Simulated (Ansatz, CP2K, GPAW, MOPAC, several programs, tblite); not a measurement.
# LiMgBN₂ (I-4m2) from semi-empirical methods to plane-wave DFT

LiMgBN₂ (I-4m2) from a database structure, relaxed with r2SCAN in Ansatz, was computed with several methods. Space group I-4m2 (No. 119), tetragonal; a = 3.770 Å, c = 8.857 Å in the conventional setting, 12.59 Å³ an atom. Li is surrounded by 4 N at 2.08 Å; Mg is surrounded by 4 N at 2.08 Å; B is surrounded by 2 N at 1.34 Å; N is surrounded by 1 B at 1.34 Å and 2 Mg at 2.08 Å and 2 Li at 2.08 Å. Spin-unpolarised throughout; all numbers are computed.

```yaml
crystal:
  lattice:
    - [-1.88510, 1.88510, 4.42852]
    - [1.88510, -1.88510, 4.42852]
    - [1.88510, 1.88510, -4.42852]
  atoms:
    - { symbol: Li, position: [0.25000, 0.75000, 0.50000] }
    - { symbol: Mg, position: [0.75000, 0.25000, 0.50000] }
    - { symbol: B, position: [0.50000, 0.50000, 0.00000] }
    - { symbol: N, position: [0.65089, 0.65089, 0.00000] }
    - { symbol: N, position: [0.34911, 0.34911, 0.00000] }
```

Gaps and times are for a single point on this cell; volume and bulk modulus come from each method's own relaxation or energy curve at fixed shape, which is too stiff where a cell has free coordinates or axes. Times are rough, from shared hosts (Arm Neoverse V2), and each method has its own mesh and cell size. A double dagger marks a value from a curve with shape and coordinates held. PM6 (MOPAC), PM7 (MOPAC), GFN1-xTB (tblite), GFN2-xTB (tblite) treat a cluster of cells at its zone centre, which samples few k points: where these miss a band edge, the gap comes out too large for that reason alone. Gaps from k meshes are read at a limited set of points (mesh, symmetry points, PBE's band edges), so each method's own least gap may be somewhat smaller. xTB and the PM methods were fitted mostly to molecules, and can miss a solid's gap by electronvolts. Minimal bases can be far off for gaps. GLLB-SC's gap includes the derivative discontinuity. d marks a direct gap, i an indirect one (no mark: not told apart), a dash a value that wasn't computed or didn't pass its checks.

```json
{"method": "light PBE (260 eV, its own mesh)", "kind": "light plane-wave", "gap (eV)": "2.57 i", "own volume (Å³/atom)": "–", "bulk modulus (GPa)": "–", "atoms computed": "5", "processor time": "1.7 s"}
{"method": "PM6 (MOPAC)", "kind": "semi-empirical", "gap (eV)": "4.96", "own volume (Å³/atom)": "–", "bulk modulus (GPa)": "–", "atoms computed": "90", "processor time": "2.8 s"}
{"method": "PM7 (MOPAC)", "kind": "semi-empirical", "gap (eV)": "2.88", "own volume (Å³/atom)": "–", "bulk modulus (GPa)": "–", "atoms computed": "90", "processor time": "2.9 s"}
{"method": "GFN1-xTB (tblite)", "kind": "tight binding", "gap (eV)": "0.94", "own volume (Å³/atom)": "13.53‡", "bulk modulus (GPa)": "86‡", "atoms computed": "90", "processor time": "3.6 s"}
{"method": "GFN2-xTB (tblite)", "kind": "tight binding", "gap (eV)": "0.98", "own volume (Å³/atom)": "–", "bulk modulus (GPa)": "–", "atoms computed": "90", "processor time": "8.8 s"}
{"method": "PBE", "kind": "semilocal", "gap (eV)": "2.70 i", "own volume (Å³/atom)": "12.90", "bulk modulus (GPa)": "106‡", "atoms computed": "5", "processor time": "13 s"}
{"method": "GLLB-SC (GPAW)", "kind": "model potential", "gap (eV)": "4.88", "own volume (Å³/atom)": "–", "bulk modulus (GPa)": "–", "atoms computed": "5", "processor time": "26 s"}
{"method": "PBE/SZV (CP2K)", "kind": "small basis", "gap (eV)": "2.04 i", "own volume (Å³/atom)": "–", "bulk modulus (GPa)": "–", "atoms computed": "5", "processor time": "31 s"}
{"method": "r2SCAN", "kind": "semilocal", "gap (eV)": "2.97 i", "own volume (Å³/atom)": "12.59", "bulk modulus (GPa)": "113‡", "atoms computed": "5", "processor time": "39 s"}
{"method": "PBE/DZVP (CP2K)", "kind": "small basis", "gap (eV)": "2.63 i", "own volume (Å³/atom)": "–", "bulk modulus (GPa)": "–", "atoms computed": "5", "processor time": "56 s"}
```

Against r2SCAN (2.97 eV) the nearest gap at the points sampled is that of PM7 (MOPAC) (-0.09 eV) and the farthest that of GFN1-xTB (tblite) (-2.03 eV). r2SCAN is only a yardstick of convenience: semilocal gaps usually lie below measured ones, which GLLB-SC and hybrids aim to mend.

Volumes against r2SCAN's: PBE +2.4 %.
